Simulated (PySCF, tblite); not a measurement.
**C7H7O3P: geometry, infrared bands and NMR shifts**

What infrared bands and NMR shifts should C7H7O3P (`C=Cc1pcoc1C(=O)OC`) show?

Programs: tblite 0.8.0 and PySCF 2.14.0, with density-fitted response routines of our own. Each step states its level of theory. These are calculated values for one molecule in the gas phase, unless marked as measured. Atoms count from 0, in the outputs and in this text.

## 1. The molecule as given

18 atoms, charge 0, multiplicity 1; geometry from: force field or distance geometry start.

Bonds of the start (Å): C0–C1 1.35, C1–C2 1.42, C2–P3 1.89, P3–C4 1.81, C4–O5 1.36, O5–C6 1.38, C6–C7 1.45, C7–O8 1.23, C7–O9 1.38, O9–C10 1.43, C6–C2 1.42, C0–H11 1.08, C0–H12 1.08, C1–H13 1.09, C4–H14 1.09, C10–H15 1.08, C10–H16 1.10, C10–H17 1.09.

## 2. Geometry optimisation with GFN2-xTB

The job: settings as JSON, then the geometry in Å.

```
{"job": {"kind": "relax", "xc": "GFN2-xTB", "basis": "xTB"}, "charge": 0, "multiplicity": 1}
C      3.472700    -0.611700     0.307400
C      2.119800    -0.540100     0.323900
C      1.305800     0.602200     0.099800
P      2.000700     2.349700    -0.032900
C      0.260100     2.795900    -0.262100
O     -0.675100     1.809900    -0.260300
C     -0.104700     0.568100    -0.054900
C     -1.013500    -0.562100    -0.019300
O     -0.706100    -1.745200     0.143400
O     -2.310300    -0.144300    -0.206500
C     -3.280000    -1.190700    -0.201800
H      3.964500    -1.553600     0.507000
H      4.092200     0.245800     0.101800
H      1.623400    -1.484200     0.554400
H     -0.126500     3.803600    -0.425500
H     -3.089300    -1.896800    -0.999500
H     -3.280300    -1.695300     0.771700
H     -4.262400    -0.744700    -0.358200
```

Launch:

```console
$ OMP_NUM_THREADS=1 python probes_run.py task.json out
```

One launch serves the whole session: the jobs run in the order shown.

**Question.** This job is followed by: GFN2-xTB harmonic vibrations, gas phase; GIAO PBE0/pcSseg-1 NMR shielding, non-relativistic, gas phase. What will the session give for the following? strongest single infrared mode (GFN2-xTB); zero-point energy (GFN2-xTB); 13C shifts against TMS (PBE0/pcSseg-1); 1H shifts against TMS (PBE0/pcSseg-1, means over atoms taken as alike); 31P shifts against H3PO4 (PBE0/pcSseg-1); 17O shifts against H2O (PBE0/pcSseg-1).

**Answer**, as computed:

| quantity | value |
| --- | --- |
| strongest single infrared mode (GFN2-xTB) | 1171 cm⁻¹, 422 km/mol |
| zero-point energy (GFN2-xTB) | 78.7 kcal/mol |
| 13C shifts against TMS (PBE0/pcSseg-1) | 192.0, 166.0, 164.1, 150.7, 138.8, 128.7, 53.5 ppm |
| 1H shifts against TMS (PBE0/pcSseg-1, means over atoms taken as alike) | 8.84, 8.65, 6.75, 5.88, 4.09 ppm |
| 31P shifts against H3PO4 (PBE0/pcSseg-1) | 134.9 ppm |
| 17O shifts against H2O (PBE0/pcSseg-1) | 409.1, 356.9, 190.4 ppm |

In words: The optimisation took 52 steps and gained 0.516 eV; among the close pairs (by a distance rule), C2–P3 changed most, from 1.885 to 1.784 Å. No mode is imaginary among the 48: a minimum at this level. The strongest single mode, at 1171 cm⁻¹, is spread over many atoms; the largest shares are those of C7, O9. GFN2-xTB is a fitted tight-binding method: band positions and strengths are rough. Its intensities can rank the bands wrongly. At PBE0/pcSseg-1: Shielding is most anisotropic at O8 (span 641 ppm, paramagnetic term -479 ppm). NICS(1)zz of -22 ppm above the planar ring from C2 marks a diatropic (aromatic) ring current.
